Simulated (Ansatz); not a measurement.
input.yaml

```yaml
crystal:
  lattice:
    - [7.505665, 0.0, 0.0]
    - [-3.752833, 6.500097, 0.0]
    - [0.0, 0.0, 6.854616]
  atoms:
    - { symbol: B, position: [-0.00520908, -0.00318418, 0.76041036] }
    - { symbol: B, position: [-0.00249848, -0.00037872, 0.23927236] }
    - { symbol: "N", position: [0.21976328, 0.1112473, 0.23683803] }
    - { symbol: "N", position: [0.10585069, 0.21913706, 0.76236267] }
    - { symbol: B, position: [-0.00537856, 0.33025076, 0.76789689] }
    - { symbol: B, position: [-0.00171895, 0.33553856, 0.23959273] }
    - { symbol: "N", position: [0.22023741, 0.44504958, 0.23489773] }
    - { symbol: "N", position: [0.10580564, 0.55235448, 0.76285802] }
    - { symbol: B, position: [-0.005404, 0.66340641, 0.76251034] }
    - { symbol: B, position: [-0.00323287, 0.66558157, 0.23923972] }
    - { symbol: "N", position: [0.21893328, 0.77685785, 0.22684713] }
    - { symbol: "N", position: [0.10615883, 0.88589829, 0.7600448] }
    - { symbol: B, position: [0.32863748, -0.00296752, 0.76886777] }
    - { symbol: B, position: [0.32236007, -0.00519966, 0.22299003] }
    - { symbol: "N", position: [0.55120117, 0.10706436, 0.21515624] }
    - { symbol: "N", position: [0.43903356, 0.21912845, 0.780595] }
    - { symbol: B, position: [0.32819593, 0.33023959, 0.76792297] }
    - { symbol: B, position: [0.33275684, 0.3355929, 0.23929338] }
    - { symbol: "N", position: [0.55219909, 0.44724918, 0.24670328] }
    - { symbol: "N", position: [0.439152, 0.5523328, 0.76270372] }
    - { symbol: B, position: [0.32812568, 0.66354452, 0.76413928] }
    - { symbol: B, position: [0.33099569, 0.66634538, 0.22876272] }
    - { symbol: "N", position: [0.5534369, 0.77680568, 0.22558326] }
    - { symbol: "N", position: [0.43904702, 0.88535243, 0.77161345] }
    - { symbol: B, position: [0.6611064, -0.00302592, 0.76883571] }
    - { symbol: B, position: [0.66765449, -0.00530439, 0.22253621] }
    - { symbol: "N", position: [0.88681363, 0.11120348, 0.2365054] }
    - { symbol: "N", position: [0.77273046, 0.21909807, 0.78058081] }
    - { symbol: B, position: [0.6613522, 0.33003511, 0.77711659] }
    - { symbol: B, position: [0.66608367, 0.33665932, 0.27700326] }
    - { symbol: "N", position: [0.89057017, 0.44728991, 0.24741818] }
    - { symbol: "N", position: [0.77244381, 0.5522639, 0.76615208] }
    - { symbol: B, position: [0.66132061, 0.66336223, 0.76205871] }
    - { symbol: B, position: [0.66431921, 0.66556769, 0.23854497] }
    - { symbol: "N", position: [0.88699838, 0.77851257, 0.24218343] }
    - { symbol: "N", position: [0.77244848, 0.88588884, 0.75975847] }
    - { symbol: "N", position: [0.58314, 0.1703328, 0.43270427], spin: 0.49 }
magnetization:
  spin_polarized: true
basis:
  ecutwfc: 500.0
kpoints:
  mp_grid: { grid: [2, 2, 1] }
hamiltonian:
  xc: r2scan
  dispersion: d3bj
  pseudopotentials: { kind: paw, azcp: { folder: soft_1 } }
scf:
  occupations: { method: fermi_dirac, width: 0.02 }
  lower_state_search: "off"
md:
  timestep: 1
  n_steps: 50
  ensemble: nvt_langevin
  temperature: 1200.0
  initial_velocities: maxwell_boltzmann
  seed: 985429
  friction: 0.005
```

Command:

```bash
$ ansatz run input.yaml --threads 4 --pin off --max-ram 10240MiB --backend cpu --events-out ev --progress --plain --runs-dir out
```

Hardware: 4 threads of Arm Neoverse V1, on a shared host.

Task: Roughly how long does this run take, and how much memory?

Result: 28 min, with a peak of 1.9 GiB, for 51 ionic steps.
